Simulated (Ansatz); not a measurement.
# Cl2FH2InO: the cost of one run

All numbers below are computed with Ansatz 0.2.0 (RKS PBE/def2-SVP).

### 1 The structure to begin with

Bond lengths: In1–Cl2 2.790 Å, In1–Cl3 2.440 Å, In1–O4 1.990 Å, O4–H5 1.010 Å, In1–F6 2.200 Å. Angles: Cl2–In1–Cl3 120.0°, Cl2–In1–O4 120.0°, Cl2–In1–F6 71.6°, Cl3–In1–O4 120.0°, Cl3–In1–F6 88.6°, O4–In1–F6 109.9°, In1–O4–H5 109.5°.

Structure file:

```xyz
7

In    0.0000    0.0000    0.0000
Cl    0.0000    0.0000    2.7900
Cl    2.1130    0.0000   -1.2200
O    -1.7233    0.0000   -0.9950
H    -2.2330   -0.8467   -0.7865
F     0.4627   -2.0358    0.6937
H     0.3397   -1.4948    1.8850
```

### 2 A restrained relaxation towards end A

Springs on the bonds that form and break draw the guess towards this end; the thresholds are loose.

input.yaml reads:

```yaml
crystal:
  periodic: [false, false, false]
  atoms:
    - { symbol: In, position_ang: [0.0, 0.0, 0.0] }
    - { symbol: Cl, position_ang: [0.0, 0.0, 2.79] }
    - { symbol: Cl, position_ang: [2.113, 0.0, -1.22] }
    - { symbol: O, position_ang: [-1.7233, 0.0, -0.995] }
    - { symbol: H, position_ang: [-2.233, -0.8467, -0.7865] }
    - { symbol: F, position_ang: [0.4627, -2.0358, 0.6937] }
    - { symbol: H, position_ang: [0.3397, -1.4948, 1.885] }
basis:
  gaussian: { orbitals: def2-SVP }
hamiltonian:
  xc: pbe
relax:
  f_tol: 0.15
  max_steps: 25
  restrain:
    - { distance: [0, 5], at: 3.1, k: 30.0 }
    - { distance: [6, 1], at: 2.57, k: 30.0 }
    - { distance: [0, 1], at: 2.44, k: 30.0 }
    - { distance: [6, 5], at: 0.92, k: 30.0 }
```

Started as:

```sh
ansatz run input.yaml --threads 2 --pin off --max-ram 3072MiB --backend cpu --events-out ev --progress --plain --runs-dir out
```

Q: Estimate wall time and peak memory on 2 threads of Arm Neoverse V2, shared host.

About 18 s, with a peak of 0.15 GiB.
